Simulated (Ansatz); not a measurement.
A nudged elastic band was laid between two geometries of a periodic cell of 33 atoms, Al₃₂Cu (host Al, host structure fcc, interstitial Cu).

Level of theory: DFT PBE-D3(BJ), scalar-relativistic, plane waves, PAW (Ansatz 0.2.0). Settings: PAW set soft_1, cutoff 420 eV, k mesh 2x2x2, fermi-dirac smearing 0.05 eV, no spin polarisation.

```yaml
movable_images: 3
climbing_image: yes
spring: 5.0 eV/Å²
optimiser: quadratic models (default)
start_path: IDPP
force_threshold: 0.05 eV/Å
iteration_limit: 80
end_points: relaxed
```

Initial state:

```xyz
33
Lattice="8.1000 0.0000 0.0000 0.0000 8.1000 0.0000 0.0000 0.0000 8.1000" Properties=species:S:1:pos:R:3
Al 4.047 -0.079 0.000
Al 5.742 2.024 0.000
Al 6.044 -0.029 2.055
Al 0.001 -0.320 0.000
Al 2.344 2.024 0.000
Al 4.047 4.130 0.000
Al 5.995 6.078 0.000
Al 2.055 -0.030 2.057
Al 4.047 2.026 2.104
Al 6.045 4.079 2.053
Al 4.049 -0.022 4.050
Al 5.995 2.026 4.050
Al 6.044 -0.029 6.045
Al 0.002 4.382 0.000
Al 2.104 6.078 0.000
Al 0.002 2.024 2.352
Al 2.054 4.081 2.055
Al 4.050 6.075 2.048
Al -0.001 -0.079 4.050
Al 2.104 2.026 4.050
Al 4.050 4.074 4.050
Al 6.051 6.075 4.050
Al 2.055 -0.031 6.043
Al 4.047 2.026 5.996
Al 6.045 4.079 6.047
Al -0.001 6.078 2.104
Al -0.001 4.130 4.050
Al 2.047 6.075 4.050
Al 0.002 2.024 5.749
Al 2.054 4.081 6.045
Al 4.050 6.075 6.052
Al -0.001 6.078 5.996
Cu -0.009 2.033 0.000
```

Final state:

```xyz
33
Lattice="8.1000 0.0000 0.0000 0.0000 8.1000 0.0000 0.0000 0.0000 8.1000" Properties=species:S:1:pos:R:3
Al 4.130 0.001 0.001
Al 6.080 1.945 0.002
Al 6.076 0.000 2.050
Al -0.079 0.001 0.002
Al 2.023 1.699 -0.002
Al 4.388 4.049 -0.002
Al 6.080 6.155 0.002
Al 2.027 0.001 2.105
Al 4.079 1.998 2.054
Al 6.080 4.050 2.105
Al 4.075 0.000 4.051
Al 6.076 2.002 4.051
Al 6.076 0.000 6.053
Al -0.316 4.050 -0.002
Al 2.023 6.404 -0.002
Al -0.028 1.995 2.057
Al 2.022 4.050 2.361
Al 4.079 6.102 2.053
Al -0.022 0.000 4.051
Al 2.027 1.945 4.054
Al 4.130 4.050 4.054
Al 6.076 6.099 4.051
Al 2.027 0.001 5.996
Al 4.082 1.996 6.048
Al 6.080 4.050 5.996
Al -0.027 6.105 2.056
Al -0.079 4.050 4.054
Al 2.027 6.155 4.054
Al -0.030 1.993 6.045
Al 2.023 4.050 5.756
Al 4.081 6.104 6.048
Al -0.029 6.107 6.045
Cu 2.039 4.052 0.011
```

Question: Which bonds break or form, and what moves?

Answer: Contacts lost: Al2–Cu33, Al4–Cu33, Al5–Al6, Al6–Al15, Al14–Al15, Al16–Cu33, Al29–Cu33. Contacts made: Al2–Al4, Al2–Al14, Al4–Al5, Al6–Cu33, Al15–Cu33, Al17–Cu33, Al30–Cu33. The atom that moves furthest is Cu33, by 2.88 Å.

Question: What energy profile does the band end with?

Answer: It converged. The highest image is number 2 of 0 to 4, 0.95 eV above the ends, which have the same energy within 2 meV. By the program's own check the climbing image is a first-order saddle point (lowest curvatures found: -0.62 and 0.47 eV/Å²). Limits of this set-up: coarse k mesh.

```tsv
image	path coordinate (Å)	energy (eV)	Al2–Cu33 (Å)	Al4–Cu33 (Å)	Al5–Al6 (Å)
0	0.00	0.00	2.35	2.35	2.71
1	1.18	0.47	2.46	2.75	2.89
2	2.37	0.95	2.97	3.53	3.26
3	3.57	0.46	3.91	4.13	3.46
4	4.75	0.00	4.56	4.57	3.33
```

Question: What is the geometry of the highest image?

Answer: 
```xyz
33
Lattice="8.1000 0.0000 0.0000 0.0000 8.1000 0.0000 0.0000 0.0000 8.1000" Properties=species:S:1:pos:R:3
Al 4.468 0.110 0.001
Al 6.260 2.210 0.001
Al 6.109 0.035 2.100
Al -0.226 -0.274 0.001
Al 2.163 1.080 0.002
Al 3.865 3.866 0.001
Al 5.657 5.964 0.000
Al 2.055 -0.097 2.317
Al 4.077 1.986 2.063
Al 6.050 4.090 2.063
Al 4.129 -0.021 4.051
Al 6.044 2.054 4.051
Al 6.110 0.034 6.001
Al -0.138 4.996 0.002
Al 2.251 6.348 0.001
Al 0.047 1.997 2.047
Al 1.978 4.081 2.046
Al 4.017 6.043 2.101
Al -0.046 0.132 4.051
Al 2.077 2.085 4.051
Al 4.081 4.023 4.051
Al 5.998 6.097 4.051
Al 2.055 -0.097 5.785
Al 4.077 1.986 6.038
Al 6.049 4.090 6.038
Al -0.028 6.174 2.317
Al -0.051 3.992 4.051
Al 2.072 5.945 4.051
Al 0.047 1.997 6.054
Al 1.979 4.080 6.055
Al 4.016 6.042 6.001
Al -0.028 6.174 5.786
Cu 1.010 3.036 0.000
```

The band took 11 iterations and of the order of 27 core-minutes.

Time of the run: 15 min on 2 threads of Arm Neoverse V2, on a shared host, peak memory 2 GiB.
